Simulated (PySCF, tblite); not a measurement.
**ClGeH7OSi2, a small molecule taken as a stand-in for a surface group: NMR shifts, core binding energies and electronic excitations**

Aim: the NMR shifts, core binding energies and electronic excitations of `[OH][Ge]([SiH3])([SiH3])[Cl]`.

Programs: tblite 0.8.0 and PySCF 2.14.0. All values are calculated, for the isolated system unless a continuum is named. Atoms count from 0, parts from 1.

## (1) Starting point

12 atoms, charge 0, multiplicity 1; geometry: distance geometry start.

## (2) Geometry optimisation with GFN2-xTB

The job: settings as JSON, then the geometry in Å.

```
{"job": {"kind": "relax", "xc": "GFN2-xTB", "basis": "xTB"}, "charge": 0, "multiplicity": 1}
Ge    -0.073897     0.695812     0.348405
Si     1.831178    -0.553647    -0.038205
Si    -1.911536    -0.690071     0.047891
Cl    -0.055853     1.581452     2.287577
O     -0.281670     2.008418    -0.893711
H      2.012002    -0.598230    -1.524623
H      1.701399    -1.947426     0.402939
H      3.030507     0.030722     0.585100
H     -1.841930    -1.808599     0.996585
H     -1.882135    -1.163194    -1.369418
H     -3.105380     0.118768     0.220978
H      0.611194     2.329057    -1.095820
```

Method: GFN2-xTB geometry optimisation, gas phase.

Run with:

```console
$ OMP_NUM_THREADS=1 python cluster_run.py task.json out
```

The driver reads the jobs from task.json and runs them one after another.

Standard output:

```text
step      E/eV     max force
  0    -480.50982    1.308
  1    -480.56596    0.782
  2    -480.61841    0.452
  3    -480.64279    0.514
  4    -480.69705    0.521
  5    -480.72190    0.409
  6    -480.74072    0.314
  7    -480.75075    0.262
  8    -480.75984    0.230
  9    -480.76844    0.269
 10    -480.77880    0.370
 11    -480.79009    0.396
 12    -480.79920    0.294
 13    -480.80453    0.168
 14    -480.80792    0.186
 15    -480.81132    0.158
 16    -480.81592    0.212
 17    -480.82137    0.211
 18    -480.82612    0.157
 19    -480.82938    0.130
 20    -480.83168    0.181
 21    -480.83476    0.220
 22    -480.84027    0.224
 23    -480.84789    0.252
 24    -480.85400    0.190
 25    -480.85692    0.304
 26    -480.85845    0.359
 27    -480.86292    0.223
 28    -480.86725    0.197
 29    -480.87153    0.267
 30    -480.87390    0.167
 31    -480.87558    0.153
 32    -480.87686    0.122
 33    -480.87835    0.094
 34    -480.88031    0.132
 35    -480.88269    0.123
 36    -480.88357    0.077
 37    -480.88427    0.067
 38    -480.88468    0.056
 39    -480.88502    0.078
 40    -480.88537    0.078
 41    -480.88610    0.059
 42    -480.88691    0.070
 43    -480.88801    0.081
 44    -480.88883    0.080
 45    -480.88937    0.068
 46    -480.88978    0.058
 47    -480.89022    0.071
 48    -480.89086    0.091
 49    -480.89174    0.101
 50    -480.89267    0.100
 51    -480.89332    0.062
 52    -480.89361    0.038
 53    -480.89373    0.034
 54    -480.89388    0.036
 55    -480.89416    0.056
 56    -480.89463    0.075
 57    -480.89519    0.065
 58    -480.89563    0.055
 59    -480.89591    0.061
 60    -480.89611    0.049
 61    -480.89638    0.060
 62    -480.89682    0.066
 63    -480.89742    0.052
 64    -480.89764    0.036
 65    -480.89772    0.025
 66    -480.89780    0.024
 67    -480.89791    0.044
 68    -480.89810    0.056
 69    -480.89831    0.047
 70    -480.89847    0.040
 71    -480.89855    0.039
 72    -480.89861    0.024
 73    -480.89868    0.025
 74    -480.89876    0.026
 75    -480.89883    0.023
 76    -480.89889    0.036
 77    -480.89894    0.022
 78    -480.89900    0.024
 79    -480.89904    0.018
 80    -480.89907    0.015
 81    -480.89911    0.021
 82    -480.89913    0.017
 83    -480.89916    0.013
 84    -480.89919    0.018
 85    -480.89923    0.023
 86    -480.89928    0.031
 87    -480.89935    0.031
 88    -480.89940    0.018
 89    -480.89942    0.016
 90    -480.89944    0.014
 91    -480.89946    0.021
 92    -480.89950    0.022
 93    -480.89952    0.014
 94    -480.89953    0.008
 95    -480.89953    0.007
```

Run time: 1.4 s. Hardware: 1 thread of Intel Xeon 6975P-C, shared host.

The steps of the relaxation:

```tsv
step	energy from step 0 (eV)	largest force (eV/Å)
0	0.0000	1.3078
4	-0.1872	0.5209
8	-0.2500	0.2297
12	-0.2894	0.2938
16	-0.3061	0.2120
20	-0.3219	0.1807
24	-0.3442	0.1907
28	-0.3574	0.1967
32	-0.3670	0.1215
36	-0.3738	0.0770
40	-0.3756	0.0776
44	-0.3790	0.0801
48	-0.3810	0.0912
52	-0.3838	0.0381
56	-0.3848	0.0751
60	-0.3863	0.0498
64	-0.3878	0.0367
68	-0.3883	0.0550
72	-0.3888	0.0239
76	-0.3891	0.0353
80	-0.3893	0.0158
84	-0.3894	0.0185
88	-0.3896	0.0186
92	-0.3897	0.0220
95	-0.3897	0.0073
```

Close pairs (by a distance rule), those that changed most:

```tsv
bond	before (Å)	after (Å)	change (Å)
Ge0–Si1	2.311	2.410	+0.099
Ge0–Si2	2.321	2.393	+0.071
Ge0–Cl3	2.132	2.193	+0.061
Si1–H5	1.498	1.465	-0.033
Si2–H9	1.494	1.463	-0.031
Ge0–O4	1.819	1.792	-0.027
O4–H11	0.970	0.954	-0.016
Si2–H10	1.452	1.462	+0.010
```

## (3) Optimising the geometry at PBE0-D3(BJ)/def2-SVP

The job: settings as JSON, then the geometry in Å.

```
{"job": {"xc": "PBE0", "basis": "def2-SVP", "d3": "d3bj", "grid": 2, "kind": "geom", "shake": 0.01}, "charge": 0, "multiplicity": 1}
Ge    -0.017005     0.304706     0.262821
Si     2.181615    -0.543310    -0.067323
Si    -2.245053    -0.611152     0.010350
Cl     0.071490     1.423765     2.155507
O     -0.241615     1.654312    -0.935192
H      2.472905    -0.596825    -1.502146
H      2.263008    -1.894077     0.486090
H      3.212941     0.304717     0.577874
H     -2.383964    -1.727516     0.967223
H     -2.375967    -1.119196    -1.335445
H     -3.273980     0.379350     0.299330
H      0.374117     2.397641    -0.902088
```

Standard output:

```text
step   0  E = -3194.30128395  max force = 0.029092
step   1  E = -3194.30819069  max force = 0.005576
step   2  E = -3194.30912334  max force = 0.005121
step   3  E = -3194.30974669  max force = 0.002770
step   4  E = -3194.30996561  max force = 0.002493
step   5  E = -3194.31016808  max force = 0.001813
step   6  E = -3194.31023756  max force = 0.000971
step   7  E = -3194.31029437  max force = 0.000495
step   8  E = -3194.31036684  max force = 0.001121
step   9  E = -3194.31046769  max force = 0.001843
step  10  E = -3194.31054880  max force = 0.001544
step  11  E = -3194.31058576  max force = 0.000533
step  12  E = -3194.31059381  max force = 0.000274
optimisation converged
```

Run time: 95 s. Hardware: 1 thread of Intel Xeon 6975P-C, shared host; peak memory 0.72 GiB.

Along the way:

```tsv
step	energy from step 0 (eV)	largest force component (eV/Å)
0	0.0000	1.4960
1	-0.1879	0.2867
2	-0.2133	0.2633
3	-0.2303	0.1424
4	-0.2362	0.1282
5	-0.2417	0.0932
6	-0.2436	0.0499
7	-0.2452	0.0255
8	-0.2472	0.0576
9	-0.2499	0.0948
10	-0.2521	0.0794
11	-0.2531	0.0274
12	-0.2533	0.0141
```

Close pairs (by a distance rule), those that changed most:

```tsv
bond	before (Å)	after (Å)	change (Å)
Si2–H9	1.444	1.493	+0.049
Ge0–Si2	2.422	2.381	-0.041
Ge0–O4	1.819	1.782	-0.036
Si2–H10	1.457	1.491	+0.034
Si1–H6	1.462	1.493	+0.031
Si1–H5	1.465	1.494	+0.029
Si2–H8	1.477	1.493	+0.016
Ge0–Si1	2.380	2.391	+0.011
```

The final coordinates are the input of the step that follows.

```tsv
at the end point	value
point group (found at 0.08 Å tolerance)	C1
rotational constants (GHz, main isotopes)	1.615, 1.305, 1.034
dipole moment (D)	1.84
```

## (4) Nuclear shieldings: PBE0/pcSseg-1

The job: settings as JSON, then the geometry in Å.

```
{"job": {"kind": "nmr", "xc": "PBE0", "basis": "pcSseg-1"}, "charge": 0, "multiplicity": 1}
Ge    -0.058872     0.532376     0.201901
Si     2.033558    -0.580848    -0.111262
Si    -2.118453    -0.640411    -0.027632
Cl     0.030622     1.213922     2.285115
O     -0.208225     1.972179    -0.838056
H      2.122651    -1.130265    -1.498177
H      2.139108    -1.693432     0.877977
H      3.135988     0.403026     0.108439
H     -2.087560    -1.807021     0.903365
H     -2.270027    -1.127326    -1.431354
H     -3.238841     0.276099     0.329689
H      0.558593     2.554389    -0.782742
```

Method: GIAO PBE0/pcSseg-1 NMR shielding, non-relativistic, gas phase.

Standard output:

```text
coarse grid: 49040 points
cycle   1  E = -3194.5225647588  dE = -5.844e-01  |g| = 1.158e+00  |ddm| = 3.224e+00
cycle   2  E = -3194.1508282611  dE =  3.717e-01  |g| = 1.781e+00  |ddm| = 1.918e+00
cycle   3  E = -3194.6656805880  dE = -5.149e-01  |g| = 3.008e-01  |ddm| = 1.499e+00
cycle   4  E = -3194.6821097408  dE = -1.643e-02  |g| = 9.360e-02  |ddm| = 2.749e-01
cycle   5  E = -3194.6832965955  dE = -1.187e-03  |g| = 1.700e-02  |ddm| = 8.694e-02
cycle   6  E = -3194.6833714006  dE = -7.481e-05  |g| = 4.247e-03  |ddm| = 2.736e-02
cycle   7  E = -3194.6833768326  dE = -5.432e-06  |g| = 5.698e-04  |ddm| = 6.335e-03
final grid: 97448 points
cycle   8  E = -3194.6833364408  dE = -3.176e-08  |g| = 6.247e-04  |ddm| = 1.559e-03
cycle   9  E = -3194.6833363437  dE =  9.708e-08  |g| = 9.665e-04  |ddm| = 1.252e-03
cycle  10  E = -3194.6833365260  dE = -1.823e-07  |g| = 1.154e-04  |ddm| = 7.215e-04
cycle  11  E = -3194.6833365286  dE = -2.619e-09  |g| = 2.091e-05  |ddm| = 1.176e-04
cycle  12  E = -3194.6833365287  dE = -1.055e-10  |g| = 5.477e-06  |ddm| = 2.544e-05
converged SCF energy = -3194.6833365287

GIAO shielding tensors (ppm)
atom      isotropic    diamagn.    paramagn.     s11        s22        s33       span
  0 Ge    1209.468    2760.222   -1550.754   1162.827   1185.092   1280.486    117.659
  1 Si     445.225     879.649    -434.424    433.548    438.075    464.053     30.505
  2 Si     443.811     878.986    -435.175    434.034    436.698    460.701     26.666
  3 Cl     869.496    1149.917    -280.421    667.006    941.534    999.947    332.941
  4 O      266.129     392.845    -126.716    205.284    255.995    337.109    131.825
  5 H       27.528      28.115      -0.587     23.782     25.281     33.522      9.740
  6 H       27.525      27.989      -0.464     23.871     25.799     32.905      9.034
  7 H       27.462      28.032      -0.571     23.875     25.603     32.907      9.032
  8 H       27.595      27.684      -0.090     24.019     25.869     32.896      8.877
  9 H       27.449      27.650      -0.201     23.707     25.230     33.409      9.702
 10 H       27.239      27.194       0.045     23.507     25.316     32.893      9.385
 11 H       29.944      32.401      -2.457     21.670     26.000     42.161     20.491
```

Wall time 15 s (1 thread of Intel Xeon 6975P-C, shared host); peak memory 0.89 GiB.

The references, computed at this level on geometries of the same kind, shield at (ppm): ¹H TMS 31.27, ²⁹Si TMS 352.0, ¹⁷O H2O 334.6, ⁷³Ge GeMe4 1330, ³⁵Cl HCl 943. Their shielding less the atom's gives the shift. The references are single molecules in the gas phase, so shifts against H2O, NH3, PH3, H3PO4 or CFCl3 are not on the usual liquid scales and can be off by tens of ppm.

```tsv
atoms	environment	σ (ppm)	δ (ppm)
H10	hydrogen on a silicon bonded to Ge	27.24	4.03
H9	hydrogen on a silicon bonded to Ge	27.45	3.82
H7	hydrogen on a silicon bonded to Ge	27.46	3.81
H6	hydrogen on a silicon bonded to Ge	27.52	3.74
H5	hydrogen on a silicon bonded to Ge	27.53	3.74
H8	hydrogen on a silicon bonded to Ge	27.59	3.67
H11	hydrogen on an oxygen bonded to Ge	29.94	1.32
Ge0	germanium bonded to Cl, O, 2 Si	1209	121
Si2	silicon bonded to Ge, 3 H	443.8	-91.8
Si1	silicon bonded to Ge, 3 H	445.2	-93.2
Cl3	chlorine bonded to Ge	869	74
O4	oxygen bonded to Ge, H	266.1	68.4
```

Charges from the same density, by scheme (e):

```tsv
atoms	Mulliken	IAO	Hirshfeld	ESP fit
Ge0	0.22	0.66	0.30	0.32
Si1	0.38	0.28	0.22	0.15
Si2	0.42	0.31	0.23	0.24
Cl3	-0.34	-0.35	-0.20	-0.25
O4	-0.61	-0.74	-0.32	-0.61
```

Mayer bond orders: Ge0–Si1 0.84, Ge0–Si2 0.85, Ge0–Cl3 0.89, Ge0–O4 0.91.

## (5) Core holes by ΔSCF: SCAN, X2C

The job, as its differences from that of step 4:

```diff
@@ -1,2 +1,2 @@
-{"job": {"kind": "nmr", "xc": "PBE0", "basis": "pcSseg-1"}, "charge": 0, "multiplicity": 1}
+{"job": {"kind": "xps", "holes": 5}, "charge": 0, "multiplicity": 1}
 Ge    -0.058872     0.532376     0.201901
```

Method: delta-SCF UKS SCAN, pcX-2 on the ionised atom, pcseg-1 elsewhere, spin-free X2C.

Standard output:

```text
ground state, core basis on atom 1 (Si), 172 functions
  cycle   1  E = -3215.01104118  |g| = 7.27e-01
  cycle   2  E = -3214.40987926  |g| = 1.79e+00
  cycle   3  E = -3215.10993963  |g| = 1.99e-01
  cycle   4  E = -3215.11935973  |g| = 1.09e-01
  cycle   5  E = -3215.12314485  |g| = 2.31e-02
  cycle   6  E = -3215.12331900  |g| = 5.36e-03
  cycle   7  E = -3215.12332509  |g| = 1.02e-03
  cycle   8  E = -3215.12332944  |g| = 3.54e-04
  E(ground) = -3215.28429414 Eh
hole in Si 2p of atom 1
  cycle   1  E = -3210.83875177  |g| = 1.23e+00
  cycle   2  E = -3210.49612411  |g| = 1.23e+00
  cycle   3  E = -3211.05953742  |g| = 4.48e-01
  cycle   4  E = -3211.15949160  |g| = 2.18e-01
  cycle   5  E = -3211.17218657  |g| = 1.02e-01
  cycle   6  E = -3211.17807801  |g| = 2.69e-02
  cycle   7  E = -3211.17854099  |g| = 7.43e-03
  cycle   8  E = -3211.17857387  |g| = 2.16e-03
  cycle   9  E = -3211.17857978  |g| = 3.63e-04
  E(ion) = -3211.35065099 Eh   <S^2> = 0.7532   hole on atom = 1.002   binding energy = 107.040 eV
  2p3/2 = 106.823 eV   2p1/2 = 107.446 eV
ground state, core basis on atom 2 (Si), 172 functions
  cycle   1  E = -3215.12295026  |g| = 2.87e-01
  cycle   2  E = -3215.12303650  |g| = 3.34e-02
  cycle   3  E = -3215.12298945  |g| = 2.81e-02
  cycle   4  E = -3215.12312358  |g| = 1.56e-02
  cycle   5  E = -3215.12317208  |g| = 1.92e-03
  cycle   6  E = -3215.12317431  |g| = 3.95e-04
  E(ground) = -3215.28427406 Eh
hole in Si 2p of atom 2
  cycle   1  E = -3210.83841398  |g| = 1.23e+00
  cycle   2  E = -3210.57592485  |g| = 1.17e+00
  cycle   3  E = -3211.10577584  |g| = 3.01e-01
  cycle   4  E = -3211.16665364  |g| = 1.29e-01
  cycle   5  E = -3211.17534080  |g| = 5.60e-02
  cycle   6  E = -3211.17740886  |g| = 1.14e-02
  cycle   7  E = -3211.17744447  |g| = 8.37e-03
  cycle   8  E = -3211.17747699  |g| = 2.48e-03
  cycle   9  E = -3211.17748030  |g| = 2.72e-04
  E(ion) = -3211.34901147 Eh   <S^2> = 0.7533   hole on atom = 1.002   binding energy = 107.084 eV
  2p3/2 = 106.864 eV   2p1/2 = 107.487 eV
ground state, core basis on atom 3 (Cl), 172 functions
  cycle   1  E = -3215.21592088  |g| = 4.86e-01
  cycle   2  E = -3215.21607555  |g| = 4.83e-02
  cycle   3  E = -3215.21597053  |g| = 4.18e-02
  cycle   4  E = -3215.21630172  |g| = 1.58e-02
  cycle   5  E = -3215.21635260  |g| = 4.92e-03
  cycle   6  E = -3215.21635932  |g| = 6.17e-04
  cycle   7  E = -3215.21635922  |g| = 1.26e-04
  E(ground) = -3215.40297380 Eh
hole in Cl 2p of atom 3
  cycle   1  E = -3207.16776716  |g| = 1.71e+00
  cycle   2  E = -3207.13706526  |g| = 1.29e+00
  cycle   3  E = -3207.54920338  |g| = 4.51e-01
  cycle   4  E = -3207.61678231  |g| = 2.87e-01
  cycle   5  E = -3207.64698258  |g| = 7.03e-02
  cycle   6  E = -3207.65007222  |g| = 1.74e-02
  cycle   7  E = -3207.65025432  |g| = 5.71e-03
  cycle   8  E = -3207.65027156  |g| = 1.48e-03
  cycle   9  E = -3207.65027507  |g| = 1.88e-04
  E(ion) = -3207.84634223 Eh   <S^2> = 0.7522   hole on atom = 1.001   binding energy = 205.626 eV
  2p3/2 = 205.043 eV   2p1/2 = 206.697 eV
ground state, core basis on atom 4 (O), 161 functions
  cycle   1  E = -3215.06410420  |g| = 1.02e-01
  cycle   2  E = -3215.06254915  |g| = 1.02e-01
  cycle   3  E = -3215.06369634  |g| = 6.78e-02
  cycle   4  E = -3215.06455316  |g| = 5.10e-03
  cycle   5  E = -3215.06456017  |g| = 1.55e-03
  cycle   6  E = -3215.06455937  |g| = 2.07e-04
  E(ground) = -3215.26440451 Eh
hole in O 1s of atom 4
  cycle   1  E = -3194.45145720  |g| = 2.23e+00
  cycle   2  E = -3192.58878263  |g| = 2.63e+00
  cycle   3  E = -3195.00816510  |g| = 6.67e-01
  cycle   4  E = -3195.09441100  |g| = 5.34e-01
  cycle   5  E = -3195.27842158  |g| = 1.45e-01
  cycle   6  E = -3195.29081288  |g| = 4.65e-02
  cycle   7  E = -3195.29233309  |g| = 1.09e-02
  cycle   8  E = -3195.29242247  |g| = 2.77e-03
  cycle   9  E = -3195.29242741  |g| = 1.32e-03
  cycle  10  E = -3195.29242833  |g| = 2.95e-04
  E(ion) = -3195.49324099 Eh   <S^2> = 0.7631   hole on atom = 1.000   binding energy = 538.001 eV
```

It took 18 s on 1 thread of Intel Xeon 6975P-C, shared host; peak memory 0.64 GiB.

Binding energies by hole, beside the orbital energy of the ground state; the difference holds orbital relaxation and, for a density functional, its self-interaction error:

```tsv
hole	stands for	environment	ΔSCF (eV; 2p as the shell's mean)	−ε (eV)	⟨S²⟩
Si2p on Si1	Si1	silicon bonded to Ge, 3 H	107.03	96.6	0.753
Si2p on Si2	Si2	silicon bonded to Ge, 3 H	107.07	96.7	0.753
Cl2p on Cl3	Cl3	chlorine bonded to Ge	205.59	193.0	0.752
O1s on O4	O4	oxygen bonded to Ge, H	538.00	516.9	0.763
```

With the spin-orbit splitting: Si1 2p3/2 106.82, 2p1/2 107.45 eV; Si2 2p3/2 106.86, 2p1/2 107.49 eV; Cl3 2p3/2 205.04, 2p1/2 206.70 eV. The table gives each 2p level as the mean over the whole 2p shell (two parts 2p3/2, one part 2p1/2), which differs a little from the single hole in the log.

## (6) Ultraviolet spectrum: CAM-B3LYP/def2-SVPD

The job, as its differences from that of step 5:

```diff
@@ -1,2 +1,2 @@
-{"job": {"kind": "xps", "holes": 5}, "charge": 0, "multiplicity": 1}
+{"job": {"kind": "uv", "xc": "CAM-B3LYP", "basis": "def2-SVPD", "nstates": 6, "ntriplets": 2, "ip": true}, "charge": 0, "multiplicity": 1}
 Ge    -0.058872     0.532376     0.201901
```

With the program's defaults for keys left out, this is: TDDFT CAM-B3LYP/def2-SVPD, vertical, gas phase, core orbitals frozen in the response.

Standard output:

```text
coarse grid: 49040 points
cycle   1  E = -3195.0378414649  dE = -5.995e-01  |g| = 8.360e-01  |ddm| = 3.752e+00
cycle   2  E = -3194.8986757970  dE =  1.392e-01  |g| = 1.229e+00  |ddm| = 2.229e+00
cycle   3  E = -3195.1730067709  dE = -2.743e-01  |g| = 1.140e-01  |ddm| = 1.276e+00
cycle   4  E = -3195.1755417008  dE = -2.535e-03  |g| = 4.712e-02  |ddm| = 1.985e-01
cycle   5  E = -3195.1759637629  dE = -4.221e-04  |g| = 6.682e-03  |ddm| = 6.372e-02
cycle   6  E = -3195.1759754118  dE = -1.165e-05  |g| = 2.463e-03  |ddm| = 1.754e-02
cycle   7  E = -3195.1759768298  dE = -1.418e-06  |g| = 5.321e-04  |ddm| = 4.985e-03
final grid: 97448 points
cycle   8  E = -3195.1759073465  dE = -1.018e-07  |g| = 3.878e-04  |ddm| = 2.529e-03
cycle   9  E = -3195.1759073609  dE = -1.436e-08  |g| = 3.334e-04  |ddm| = 1.086e-03
cycle  10  E = -3195.1759073923  dE = -3.138e-08  |g| = 4.085e-05  |ddm| = 5.159e-04
cycle  11  E = -3195.1759073926  dE = -3.411e-10  |g| = 1.557e-05  |ddm| = 6.917e-05
converged SCF energy = -3195.1759073926

Static polarisability (au): isotropic 111.116, principal 96.124 109.776 127.448

Singlet excitations
state   eV       nm        f      main configurations
  1   5.8440    212.2   0.00190   H->L 0.71, H->L+1 0.24
  2   5.9904    207.0   0.02834   H->L+1 0.62, H->L 0.23
  3   6.7830    182.8   0.60443   H->L+2 0.71, H->L+3 0.13, H->L+1 0.10
  4   7.0086    176.9   0.01437   H-1->L+1 0.36, H-2->L 0.20, H->L+3 0.20
  5   7.0562    175.7   0.03750   H->L+3 0.51, H-1->L+1 0.16, H->L+2 0.12
  6   7.1640    173.1   0.03895   H-2->L 0.53, H-1->L 0.20

Triplet excitations (Tamm-Dancoff, eV): 5.2991 5.4095
Vertical ionisation energy (delta-SCF) = 9.6576 eV
```

Run time: 37 s. Hardware: 1 thread of Intel Xeon 6975P-C, shared host; peak memory 1.1 GiB.

Frontier orbitals and where they lie:

```tsv
orbital	eV	atoms
HOMO−3	-10.84	Cl3 58 %, Ge0 11 %, Si2 8 %
HOMO−2	-10.36	Cl3 40 %, O4 39 %, Ge0 8 %
HOMO−1	-10.22	Cl3 69 %, Ge0 10 %, O4 9 %
HOMO	-8.99	Ge0 23 %, Cl3 21 %, Si1 19 %
LUMO	0.09	Ge0 26 %, Si1 18 %, Si2 15 %
LUMO+1	0.24	Ge0 23 %, Cl3 22 %, Si1 15 %
LUMO+2	0.42	Si1 25 %, Si2 20 %, Ge0 14 %
```

With each of the 6 states as a Gaussian band of 0.4 eV half-width at 1/e, the curve within the window shown has maxima at 182 nm (ε 27,000) L/(mol cm). Beyond the last state computed it falls off for lack of states. The curve at chosen wavelengths:

```json
{"nm": "166", "ε (L/mol/cm)": "2943"}
{"nm": "169", "ε (L/mol/cm)": "6302"}
{"nm": "172", "ε (L/mol/cm)": "11438"}
{"nm": "174", "ε (L/mol/cm)": "15558"}
{"nm": "177", "ε (L/mol/cm)": "21620"}
{"nm": "180", "ε (L/mol/cm)": "25729"}
{"nm": "183", "ε (L/mol/cm)": "26400"}
{"nm": "186", "ε (L/mol/cm)": "23575"}
{"nm": "188", "ε (L/mol/cm)": "20354"}
{"nm": "191", "ε (L/mol/cm)": "14834"}
{"nm": "194", "ε (L/mol/cm)": "9821"}
{"nm": "197", "ε (L/mol/cm)": "6113"}
{"nm": "200", "ε (L/mol/cm)": "3782"}
{"nm": "202", "ε (L/mol/cm)": "2835"}
{"nm": "205", "ε (L/mol/cm)": "2003"}
{"nm": "208", "ε (L/mol/cm)": "1559"}
{"nm": "211", "ε (L/mol/cm)": "1268"}
{"nm": "214", "ε (L/mol/cm)": "1022"}
{"nm": "216", "ε (L/mol/cm)": "866"}
{"nm": "219", "ε (L/mol/cm)": "648"}
{"nm": "222", "ε (L/mol/cm)": "458"}
{"nm": "225", "ε (L/mol/cm)": "306"}
{"nm": "228", "ε (L/mol/cm)": "195"}
{"nm": "230", "ε (L/mol/cm)": "140"}
{"nm": "233", "ε (L/mol/cm)": "82"}
{"nm": "236", "ε (L/mol/cm)": "46"}
```

Ground-state properties from the same run:

```tsv
property	computed
dipole moment (D)	2.21
polarisability (Å³)	16.47
HOMO–LUMO gap (eV)	9.08
−ε(HOMO) (eV)	8.99
```

## (7) Outcome

| quantity | value |
| --- | --- |
| point group | C1 |
| rotational constants (main isotopes) | 1.62, 1.31, 1.03 GHz |
| ¹H shifts against TMS (PBE0/pcSseg-1) | 4.03, 3.82, 3.81, 3.74, 3.74, 3.67, 1.32 ppm |
| ⁷³Ge shifts against GeMe4 (PBE0/pcSseg-1) | 121 ppm |
| ²⁹Si shifts against TMS (PBE0/pcSseg-1) | -91.8, -93.2 ppm |
| ³⁵Cl shifts against HCl (PBE0/pcSseg-1) | 74 ppm |
| ¹⁷O shifts against H2O (PBE0/pcSseg-1) | 68.4 ppm |
| Si2p binding energies, SCAN/pcX-2 | Si2 107.07, Si1 107.03 eV |
| Cl2p binding energies, SCAN/pcX-2 | Cl3 205.59 eV |
| O1s binding energies, SCAN/pcX-2 | O4 538.00 eV |
| lowest singlet (CAM-B3LYP/def2-SVPD) | 5.84 eV (212 nm), f = 0.002 |
| brightest single state of those computed | state 3, 6.78 eV, f = 0.604 |
| lowest triplet | 5.30 eV |
| vertical ionisation energy (ΔSCF) | 9.66 eV |

In words: Relaxing lowered the energy by 0.253 eV in 12 steps; the close pair that moved most is Si2–H9, from 1.444 to 1.493 Å (PBE0/def2-SVP). At PBE0/pcSseg-1: The widest tensor belongs to Cl3: span 333 ppm, with a paramagnetic part of -280 ppm. The Si2p levels computed lie within 0.04 eV of one another, too close to rank. The first singlet state (HOMO→LUMO 0.71, HOMO→LUMO+1 0.24) lies at 5.84 eV and is weak; of the 6 states computed, the strongest absorption comes from state 3 at 6.78 eV. The lowest triplet lies 0.54 eV below the lowest singlet (triplets in Tamm-Dancoff, singlets in full TDDFT). The orbital energy would give 8.99 eV for ionisation, ΔSCF gives 9.66 eV. Spin-orbit coupling is left out, which matters for shieldings and couplings at and beside the heavy atoms. A capped cluster stands for the solid here, so long-range fields and strain are missing, and bands or shifts of the capping hydrogens have no counterpart in it.
